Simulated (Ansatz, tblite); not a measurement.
# [WO3F]-: one state, many levels

An exercise on one series of results from a longer session: the logs are not shown, and one member is left open.

The runs use Ansatz 0.2.0, Gaussian basis; as each input shows.

Plan: GFN1-xTB, GFN2-xTB, PBE-D4/def2-TZVPD, r2SCAN-D4/def2-TZVPD, B97M-V/def2-TZVPD, B3LYP-D4/def2-TZVPD, BHLYP-D4/def2-TZVPD, HSE06-D4/def2-TZVPD, BLYP-D4/def2-TZVPD, HF/def2-TZVPD, LDA/def2-TZVPD, PBE-D4/def2-SVPD, PBE0-D4/def2-SVPD, CCSD(T)/def2-TZVPD, RPA/def2-TZVPD.

## The geometry

The singlet was relaxed beforehand with r2SCAN-D4/def2-SVPD.

5 atoms, charge -1, spin multiplicity 1.

Bond lengths: W1–O2 1.757 Å, W1–O3 1.757 Å, W1–O4 1.757 Å, W1–F5 1.924 Å. Angles: O2–W1–O3 109.1°, O2–W1–O4 109.1°, O2–W1–F5 109.8°, O3–W1–O4 109.1°, O3–W1–F5 109.8°, O4–W1–F5 109.8°.

Formally the metal is d0. W takes a core potential in the def2 sets. No spin-orbit coupling is included. The ion is computed in the gas phase, without counter-ions or solvent.

PBE0-D4/def2-TZVPD was run before; its log isn't repeated, and its numbers join the tables.

Set-up of the first run:

Tight binding, by tblite at 300 K electronic temperature and without a spin-polarisation term:

```python
tblite.interface.Calculator('GFN1-xTB', numbers, positions, charge=-1, uhf=0).singlepoint()
```

Tight binding, by tblite at 300 K electronic temperature and without a spin-polarisation term:

```python
tblite.interface.Calculator('GFN2-xTB', numbers, positions, charge=-1, uhf=0).singlepoint()
```

start.molden holds the orbitals of an earlier run on this state, given as this run's starting guess.

Contents of in.yaml:

```yaml
crystal:
  periodic: [false, false, false]
  atoms:
    - {symbol: W, position_ang: [0.012919, 0.022284, 0.009334]}
    - {symbol: O, position_ang: [0.029296, 0.013264, 1.766070]}
    - {symbol: O, position_ang: [1.667300, 0.041388, -0.581485]}
    - {symbol: O, position_ang: [-0.814586, 1.467150, -0.551030]}
    - {symbol: F, position_ang: [-0.894919, -1.544096, -0.642900]}
basis:
  gaussian: {orbitals: def2-TZVPD, initial_orbitals: start.molden}
total_charge: -1
hamiltonian: {xc: pbe, dispersion: d4}
scf: {omitted_lower_state_checks: [starts]}
output: {orbitals: {seedname: orbitals}}
```

Started as:

```bash
> ansatz run in.yaml --threads 4 --pin off --events-out ev --progress --plain --max-ram 3916MiB
```

Among the steps run: PBE-D4/def2-TZVPD; r2SCAN-D4/def2-TZVPD; B97M-V/def2-TZVPD; B3LYP-D4/def2-TZVPD; BHLYP-D4/def2-TZVPD; HSE06-D4/def2-TZVPD; BLYP-D4/def2-TZVPD; HF/def2-TZVPD; LDA/def2-TZVPD; PBE-D4/def2-SVPD; PBE0-D4/def2-SVPD; CCSD(T)/def2-TZVPD; RPA/def2-TZVPD.

One table of the session follows, with a row left open; its other results are not shown here.

It belongs to the step «Levels side by side». 

```
               level  HOMO (eV)  LUMO (eV)  gap (eV)
       HF/def2-TZVPD      -7.30       4.78     12.08
      LDA/def2-TZVPD      -2.02       2.94      4.96
    PBE-D4/def2-SVPD      -1.88       3.16      5.03
   PBE-D4/def2-TZVPD      -1.77       3.04      4.81
  BLYP-D4/def2-TZVPD      -1.69       3.03      4.72
r2SCAN-D4/def2-TZVPD      -2.09       3.43      5.52
   B97M-V/def2-TZVPD          ?          ?         ?
 B3LYP-D4/def2-TZVPD      -3.10       3.34      6.44
   PBE0-D4/def2-SVPD      -3.46       3.79      7.25
  PBE0-D4/def2-TZVPD      -3.33       3.60      6.93
 HSE06-D4/def2-TZVPD      -2.92       3.31      6.23
 BHLYP-D4/def2-TZVPD      -4.86       3.93      8.79
```

Q: Estimate the row for B97M-V/def2-TZVPD from the others.

As computed: HOMO (eV): -2.16; LUMO (eV): 3.11; gap (eV): 5.27. In the column «HOMO (eV)» it lies between HSE06-D4/def2-TZVPD (-2.92) and r2SCAN-D4/def2-TZVPD (-2.09).
